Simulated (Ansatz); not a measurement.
**BF3 + H2: molecular dynamics**

The plan is to follow the two partners and see whether they stay together, part or react. The start is relaxed first. Runs: 250 steps of 0.5 fs under a Langevin thermostat at 300 K; 250 steps of 0.25 fs at constant energy, with velocities drawn for 100 K. SMILES of the start: [H][H].FB(F)F.

Program: Ansatz 0.2.0. Level of theory: RKS PBE0/def2-SVP. These are calculated values, not measurements.

## 1. The starting structure

Bond lengths: F3–B4 1.301 Å, B4–F5 1.299 Å, B4–F6 1.302 Å. Angles: F3–B4–F5 120.1°, F3–B4–F6 119.9°, F5–B4–F6 120.0°.

Structure file:

```xyz
6

H     0.3671    0.1556   -2.4362
H    -0.1791   -0.3120   -2.7280
F    -0.6030   -0.9434    1.9380
B    -0.0472    0.0375    1.2885
F    -0.7368    0.7219    0.4263
F     1.1991    0.3404    1.5114
```

## 2. Preparing the start

The input, input.yaml:

```yaml
crystal:
  periodic: [false, false, false]
  atoms:
    - { symbol: H, position_ang: [0.3671, 0.1556, -2.4362] }
    - { symbol: H, position_ang: [-0.1791, -0.312, -2.728] }
    - { symbol: F, position_ang: [-0.603, -0.9434, 1.938] }
    - { symbol: B, position_ang: [-0.0472, 0.0375, 1.2885] }
    - { symbol: F, position_ang: [-0.7368, 0.7219, 0.4263] }
    - { symbol: F, position_ang: [1.1991, 0.3404, 1.5114] }
basis:
  gaussian: { orbitals: def2-SVP }
hamiltonian:
  xc: pbe0
relax:
  f_tol: 0.02
  max_steps: 40
scf:
  lower_state_search: "off"
output:
  orbitals: {}
```

Launch:

```sh
$ ansatz run input.yaml --threads 1 --pin off --max-ram 2048MiB --backend cpu --events-out ev --progress --plain --runs-dir out
```

Output, shortened:

```text
Warning: RAYON_NUM_THREADS=1 ignored (pool sized by the plan → 1); use --threads N
[...]
Functional definition: PBE0
[...]
688 factors; integrals over basis functions are off by at most 2.8e-4 eV
[...]
mean field -8847.98282019 eV, -325.1573712639 hartree, gradient 3.4e-6 eV, S^2 0.000000; 0 other end points of the search recorded, 0 dependent functions left out
[...]
reference -8847.98284253 eV, -325.1573720847 hartree; 17, 17 occupied and 49, 49 virtual orbitals, 688 factors
relax step   1: F+E_penalty+E_count = -8847.98282019 eV  Δ(F+E_penalty+E_count) = +0.000e0 eV  max|allowed force component| = 5.039e-1 eV/Å  Δτ_max = 0.0000 Å  (11 SCF iters, accepted)
[...]
relax step   7: F+E_penalty+E_count = -8847.99994224 eV  Δ(F+E_penalty+E_count) = -3.362e-3 eV  max|allowed force component| = 5.396e-2 eV/Å  Δτ_max = 0.0977 Å  (18 SCF iters, accepted)
[...]
relax step  13: F+E_penalty+E_count = -8848.01355706 eV  Δ(F+E_penalty+E_count) = -3.672e-3 eV  max|allowed force component| = 1.010e-2 eV/Å  Δτ_max = 0.1265 Å  (18 SCF iters, accepted)
[...]
relax step  19: F+E_penalty+E_count = -8848.01372516 eV  Δ(F+E_penalty+E_count) = +5.843e-4 eV  max|allowed force component| = 2.032e-1 eV/Å  Δτ_max = 0.0739 Å  (18 SCF iters, rejected (line search))
[...]
relax step  24: F+E_penalty+E_count = -8848.01554702 eV  Δ(F+E_penalty+E_count) = -2.228e-4 eV  max|allowed force component| = 2.750e-2 eV/Å  Δτ_max = 0.0272 Å  (19 SCF iters, accepted)
relax step  25: F+E_penalty+E_count = -8848.01585470 eV  Δ(F+E_penalty+E_count) = -3.077e-4 eV  max|allowed force component| = 4.946e-2 eV/Å  Δτ_max = 0.0411 Å  (19 SCF iters, accepted)
```

## 3. The output, continued: start relaxed

Output, continued, shortened:

```text
relax step  26: F+E_penalty+E_count = -8848.01602319 eV  Δ(F+E_penalty+E_count) = -1.685e-4 eV  max|allowed force component| = 1.022e-1 eV/Å  Δτ_max = 0.0617 Å  (18 SCF iters, accepted)
[...]
relax step  29: F+E_penalty+E_count = -8848.01123109 eV  Δ(F+E_penalty+E_count) = +6.119e-3 eV  max|allowed force component| = 5.299e-1 eV/Å  Δτ_max = 0.1966 Å  (18 SCF iters, rejected (line search))
[...]
relax step  32: F+E_penalty+E_count = -8848.01945186 eV  Δ(F+E_penalty+E_count) = -2.024e-3 eV  max|allowed force component| = 9.527e-2 eV/Å  Δτ_max = 0.0478 Å  (18 SCF iters, accepted)
[...]
relax step  35: F+E_penalty+E_count = -8848.02232724 eV  Δ(F+E_penalty+E_count) = -9.543e-4 eV  max|allowed force component| = 2.341e-1 eV/Å  Δτ_max = 0.0975 Å  (18 SCF iters, accepted)
[...]
relax step  37: F+E_penalty+E_count = -8848.02609204 eV  Δ(F+E_penalty+E_count) = -2.342e-3 eV  max|allowed force component| = 6.587e-3 eV/Å  Δτ_max = 0.0771 Å  (18 SCF iters, accepted)
Total energy: -8848.02611295 eV, -325.1589622434 hartree
Atom 0 at    -0.155998     0.096051    -1.862879 Å, force     0.002401    -0.003472    -0.001474 eV/Å
Atom 1 at     0.296394    -0.513450    -1.915849 Å, force    -0.000681     0.001128     0.006587 eV/Å
Atom 2 at    -0.573310    -1.070060     1.165415 Å, force     0.001434    -0.000042    -0.003590 eV/Å
Atom 3 at    -0.034350     0.103121     0.940512 Å, force    -0.000911     0.000027    -0.003825 eV/Å
Atom 4 at    -0.791415     1.117390     0.596913 Å, force    -0.002145     0.003580     0.005370 eV/Å
Atom 5 at     1.258780     0.266948     1.075888 Å, force    -0.000099    -0.001221    -0.003067 eV/Å
Dipole moment:     0.000697    -0.002763    -0.030974 e Å
Checks for a lower state left out: stability, starts, cluster_reference, orbital_swaps, neighbouring_geometries, increment
```

It took 40 s on 1 thread of Arm Neoverse V2, shared host; peak memory 0.11 GiB.

Relaxation path, one in 2:

```csv
step,energy from step 1 (eV),largest force component (eV/Å)
1,0.0000,0.5039
3,-0.0128,0.0564
5,-0.0138,0.0344
7,-0.0171,0.0540
9,-0.0189,0.0456
11,-0.0237,0.0714
13,-0.0307,0.0101
15,-0.0309,0.0615
17x,-0.0056,0.8057
19x,-0.0309,0.2032
21,-0.0322,0.0443
23,-0.0325,0.0161
25,-0.0330,0.0495
27,-0.0336,0.0784
29x,-0.0284,0.5299
31x,-0.0294,0.3534
33,-0.0374,0.1160
35,-0.0395,0.2341
37,-0.0433,0.0066
```

Step 1 is the start. 8 steps were tried and not accepted (marked x).

After: Bond lengths: F3–B4 1.311 Å, B4–F5 1.311 Å, B4–F6 1.310 Å. Angles: F3–B4–F5 120.0°, F3–B4–F6 120.0°, F5–B4–F6 120.0°.

## 4. Run 1

250 steps of 0.5 fs under a Langevin thermostat at 300 K, from the relaxed start.

The input, input.yaml:

```yaml
crystal:
  periodic: [false, false, false]
  atoms:
    - { symbol: H, position_ang: [-0.155998, 0.096051, -1.862879] }
    - { symbol: H, position_ang: [0.296394, -0.51345, -1.915849] }
    - { symbol: F, position_ang: [-0.57331, -1.07006, 1.165415] }
    - { symbol: B, position_ang: [-0.03435, 0.103121, 0.940512] }
    - { symbol: F, position_ang: [-0.791415, 1.11739, 0.596913] }
    - { symbol: F, position_ang: [1.25878, 0.266948, 1.075888] }
basis:
  gaussian: { orbitals: def2-SVP }
hamiltonian:
  xc: pbe0
md:
  timestep: 0.5
  n_steps: 250
  ensemble: nvt_langevin
  temperature: 300.0
  initial_velocities: maxwell_boltzmann
  seed: 699998
  friction: 0.001
scf:
  lower_state_search: "off"
```

Launch:

```sh
$ ansatz run input.yaml --threads 1 --pin off --max-ram 2048MiB --backend cpu --events-out ev --progress --plain --runs-dir out
```

Output, shortened:

```text
Warning: RAYON_NUM_THREADS=1 ignored (pool sized by the plan → 1); use --threads N
[...]
Functional definition: PBE0
[...]
688 factors; integrals over basis functions are off by at most 4.6e-4 eV
[...]
mean field -8848.02609586 eV, -325.1589616153 hartree, gradient 5.4e-6 eV, S^2 0.000000; 0 other end points of the search recorded, 0 dependent functions left out
[...]
reference -8848.02611673 eV, -325.1589623823 hartree; 17, 17 occupied and 49, 49 virtual orbitals, 688 factors
md step     0: t =     0.00 fs  T =   250.0 K  F+E_penalty+E_count = -8848.02609586 eV  E_kin = 0.193890 eV  (11 SCF iters)
[...]
md step    30: t =    15.00 fs  T =   169.8 K  F+E_penalty+E_count = -8847.94690464 eV  E_kin = 0.131673 eV  (13 SCF iters)
[...]
md step    60: t =    30.00 fs  T =   206.7 K  F+E_penalty+E_count = -8847.96746899 eV  E_kin = 0.160301 eV  (13 SCF iters)
[...]
md step    90: t =    45.00 fs  T =   158.1 K  F+E_penalty+E_count = -8847.94193575 eV  E_kin = 0.122588 eV  (20 SCF iters)
[...]
md step   119: t =    59.50 fs  T =   135.8 K  F+E_penalty+E_count = -8847.91083590 eV  E_kin = 0.105347 eV  (14 SCF iters)
md step   120: t =    60.00 fs  T =   163.9 K  F+E_penalty+E_count = -8847.93276162 eV  E_kin = 0.127117 eV  (13 SCF iters)
```

## 5. The log goes on: dynamics from the start

The log, continued, shortened:

```text
md step   121: t =    60.50 fs  T =   197.6 K  F+E_penalty+E_count = -8847.95570199 eV  E_kin = 0.153287 eV  (19 SCF iters)
[...]
md step   153: t =    76.50 fs  T =   215.6 K  F+E_penalty+E_count = -8847.98802618 eV  E_kin = 0.167178 eV  (19 SCF iters)
[...]
md step   185: t =    92.50 fs  T =   153.5 K  F+E_penalty+E_count = -8847.92917407 eV  E_kin = 0.119059 eV  (12 SCF iters)
[...]
md step   217: t =   108.50 fs  T =   121.9 K  F+E_penalty+E_count = -8847.92246130 eV  E_kin = 0.094533 eV  (14 SCF iters)
[...]
md step   249: t =   124.50 fs  T =   117.8 K  F+E_penalty+E_count = -8847.91595452 eV  E_kin = 0.091354 eV  (12 SCF iters)
[...]
md step   250: t =   125.00 fs  T =   141.6 K  F+E_penalty+E_count = -8847.93356447 eV  E_kin = 0.109840 eV  (20 SCF iters)
Total energy: -8847.93358664 eV, -325.1555619641 hartree
Atom 0 at     0.802689    -2.105705    -1.868189 Å, force     0.176385     0.076697     0.057709 eV/Å
Atom 1 at     0.146978    -2.408134    -2.090295 Å, force    -0.174659    -0.065678    -0.043668 eV/Å
Atom 2 at    -0.542724    -1.090078     1.160608 Å, force     0.141352    -0.482905     0.232217 eV/Å
Atom 3 at    -0.046812     0.082768     0.910847 Å, force     1.338361     1.096643    -0.143722 eV/Å
Atom 4 at    -0.842214     0.998293     0.392045 Å, force     0.446961    -0.119675     0.198932 eV/Å
Atom 5 at     1.256401     0.375029     1.151005 Å, force    -1.928400    -0.505081    -0.301468 eV/Å
Dipole moment:    -0.029627    -0.035021     0.003002 e Å
Checks for a lower state left out: stability, starts, cluster_reference, orbital_swaps, neighbouring_geometries, increment
```

Run time: 4.1 min. Hardware: 1 thread of Arm Neoverse V2, shared host; peak memory 0.099 GiB.

## 6. Frames and traces

One step in 10; energies are changes from step 0:

```csv
time (fs),T (K),potential energy change (meV/atom),closest contact of the partners (Å)
0.0,250,0.0,2.74
5.0,172,10.4,2.70
10.0,158,15.1,2.67
15.0,170,13.2,2.64
20.0,150,15.6,2.66
25.0,155,17.5,2.71
30.0,207,9.8,2.78
35.0,217,7.1,2.75
40.0,152,13.9,2.72
45.0,158,14.0,2.69
50.0,125,17.8,2.71
55.0,124,19.8,2.76
60.0,164,15.6,2.79
65.0,226,7.7,2.77
70.0,189,12.7,2.78
75.0,207,9.1,2.75
80.0,167,12.2,2.78
85.0,136,16.2,2.84
90.0,138,17.0,2.87
95.0,208,8.2,2.94
100.0,135,17.3,3.03
105.0,124,19.2,3.09
110.0,182,8.5,3.19
115.0,122,17.6,3.29
120.0,87,22.8,3.37
125.0,142,15.4,3.47
```

time (fs), T (K) and a bar:
```
      0.0        250 ##############################
      5.5        163 ##############
     11.0        183 ##################
     16.5        140 ##########
     21.5        142 ##########
     27.0        193 ####################
     32.5        188 ###################
     38.0        218 ########################
     43.5        125 #######
     49.0        143 ##########
     54.5        135 #########
     60.0        164 ##############
     65.0        226 ##########################
     70.5        186 ##################
     76.0        233 ###########################
     81.5        112 #####
     87.0        186 ##################
     92.5        154 ############
     98.0        173 ################
    103.5        134 #########
    108.5        122 #######
    114.0        165 ##############
    119.5         85 
    125.0        142 ##########
```

## 7. Frames from the trajectory

Positions (Å) and forces (eV/Å):

```xyz
6
time_fs=15.5 T=173 dE=0.0765
H    -0.320   -0.340   -1.677   -0.242    0.094    0.013
H     0.369   -0.586   -1.858    0.239   -0.088   -0.025
F    -0.528   -1.101    1.185   -0.560    0.531   -0.334
B    -0.071    0.102    0.915    0.922    0.462    0.391
F    -0.789    1.155    0.547    0.031   -1.081    0.176
F     1.227    0.282    1.112   -0.390    0.082   -0.222
6
time_fs=31.0 T=231 dE=0.0425
H    -0.369   -0.821   -1.658   -0.490   -0.137    0.043
H     0.351   -0.629   -1.711    0.522    0.132   -0.074
F    -0.525   -1.071    1.175   -0.491   -0.340    0.116
B    -0.044    0.118    0.947   -0.382   -0.275   -0.247
F    -0.790    1.092    0.514   -0.480    0.296   -0.063
F     1.215    0.315    1.135    1.320    0.324    0.225
6
time_fs=47.0 T=97 dE=0.1257
H    -0.242   -1.249   -1.650   -1.364   -1.335   -0.067
H     0.267   -0.751   -1.606    1.407    1.351    0.019
F    -0.576   -1.068    1.165    1.007    0.658    0.071
B    -0.003    0.115    0.938   -1.020   -0.346   -0.055
F    -0.826    1.048    0.486    0.734   -0.026    0.164
F     1.274    0.366    1.162   -0.764   -0.302   -0.133
6
time_fs=62.5 T=157 dE=0.0996
H    -0.041   -1.581   -1.539   -0.881   -1.776    0.651
H     0.259   -0.972   -1.746    0.899    1.801   -0.671
F    -0.545   -1.056    1.155   -0.051   -1.220    0.313
B    -0.027    0.101    0.919    0.585    0.585    0.221
F    -0.808    1.033    0.481   -0.546    0.918   -0.493
F     1.232    0.385    1.160   -0.005   -0.309   -0.020
6
time_fs=78.0 T=148 dE=0.0934
H     0.241   -1.769   -1.436    0.113   -1.208    1.510
H     0.194   -1.322   -1.991   -0.116    1.221   -1.502
F    -0.500   -1.106    1.168   -0.368    0.269   -0.070
B    -0.074    0.109    0.927    1.347    0.599   -0.141
F    -0.815    1.087    0.448   -0.160   -0.654    0.237
F     1.214    0.379    1.143   -0.816   -0.227   -0.034
6
time_fs=94.0 T=180 dE=0.0730
H     0.509   -1.854   -1.497    0.683   -0.136    1.097
H     0.119   -1.789   -2.108   -0.684    0.138   -1.085
F    -0.484   -1.095    1.164   -0.242    0.452   -0.155
B    -0.043    0.125    0.913   -1.125   -0.600   -0.228
F    -0.830    1.064    0.430    0.067   -0.344    0.166
F     1.198    0.365    1.141    1.300    0.490    0.205
6
time_fs=109.5 T=183 dE=0.0549
H     0.670   -1.952   -1.669    0.564    0.200    0.454
H     0.117   -2.163   -2.115   -0.560   -0.195   -0.443
F    -0.519   -1.070    1.157    0.156   -0.258    0.027
B    -0.021    0.114    0.895   -0.808   -0.386    0.174
F    -0.844    1.015    0.424    0.199    0.395   -0.159
F     1.228    0.366    1.149    0.449    0.243   -0.054
6
time_fs=125.0 T=142 dE=0.0925
H     0.803   -2.106   -1.868    0.176    0.077    0.058
H     0.147   -2.408   -2.090   -0.175   -0.066   -0.044
F    -0.543   -1.090    1.161    0.141   -0.483    0.232
B    -0.047    0.083    0.911    1.338    1.097   -0.144
F    -0.842    0.998    0.392    0.447   -0.120    0.199
F     1.256    0.375    1.151   -1.928   -0.505   -0.301
```

Reading of run 1. Against a set 300 K the second half averages 160 K with a spread of 40 K; 14 meV/atom has gone into potential energy, and a thermostat that acts over some 1000 fs has not made it up in 125 fs. The bonds all hold. The partners' closest contact goes from 2.74 to 3.47 Å; so short a run doesn't show whether they stay bound.

(Part 1 of 2 ends here.)
